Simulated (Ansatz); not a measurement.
# Y2AlB2: the cost of one run

All numbers below are computed with Ansatz 0.2.0 (DFT, PBE, no spin polarisation, plane waves, PAW).

### Step 1. The system as given

It takes space group Immm (No. 71, orthorhombic). The conventional cell has a = 3.746 Å, b = 5.317 Å, c = 8.014 Å, α = 90.00°, β = 90.00°, γ = 90.00°. Around B (site symmetry m2m) lie 1 B at 2.24 Å and 2 Al at 2.43 Å and 6 Y at 2.76 to 2.78 Å. Y (site symmetry mm2) has 6 B at 2.76 to 2.78 Å and 4 Al at 2.98 to 3.15 Å as nearest neighbours. Al (site symmetry mmm) has 4 B at 2.43 Å as nearest neighbours.

As a file:

```xyz
5
Lattice="0.0000 0.0000 3.7464 4.0068 -2.6586 1.8732 4.0068 2.6586 -1.8732" Properties=species:S:1:pos:R:3 pbc="T T T"
B     4.0068   -1.1177    3.7464
B     4.0068    1.1177    0.0000
Y     5.7013    0.0000    1.8732
Y     2.3123    0.0000    1.8732
Al    0.0000    0.0000    0.0000
```

The first density is read from a saved solution for the starting cell.

### Step 2. Relaxing

File input.yaml:

```yaml
crystal:
  lattice:
    - [0.0, 0.0, 3.746425]
    - [4.006824, -2.658574, 1.873212]
    - [4.006824, 2.658574, -1.873212]
  atoms:
    - { symbol: B, position: [0.7898, 0.7102, 0.2898] }
    - { symbol: B, position: [0.2102, 0.2898, 0.7102] }
    - { symbol: "Y", position: [0.5, 0.71145, 0.71145] }
    - { symbol: "Y", position: [0.5, 0.28855, 0.28855] }
    - { symbol: Al, position: [0.0, 0.0, 0.0] }
  symmetry: { tolerance: 0.0003 }
kpoints:
  mp_grid: { grid: [6, 6, 6], shift: [0, 0, 0] }
magnetization:
  spin_polarized: false
scf:
  occupations: { method: fermi_dirac, width: 0.0155 }
  lower_state_search: "off"
hamiltonian:
  pseudopotentials: { kind: paw }
  xc: pbe
basis:
  ecutwfc: 420
  fft_grid_basis: typed
relax:
  max_steps: 80
  cell: { p_target: 5.0 }
  f_tol: 0.03
output:
  forces: true
  stress: true
  eigenvalues: true
  bader: true
  populations: true
  elf: true
  write_potential: true
  volumetric_format: npy
  dos:
    e_range: [-12, 8]
    de: 0.05
    projected: { site_lists: { Al: [Al], B: [B], "Y": ["Y"] } }
  write_density: true
checkpoint:
  read: saved_state
```

Run with:

```sh
$ ansatz run input.yaml --threads 2 --pin off --max-ram 2560MiB --backend cpu --events-out ev --progress --plain --runs-dir out
```

**Question.** How long does this run take on 2 threads of Arm Neoverse V1, shared host, and how much memory does it need?

About 54 s, with a peak of 0.41 GiB.
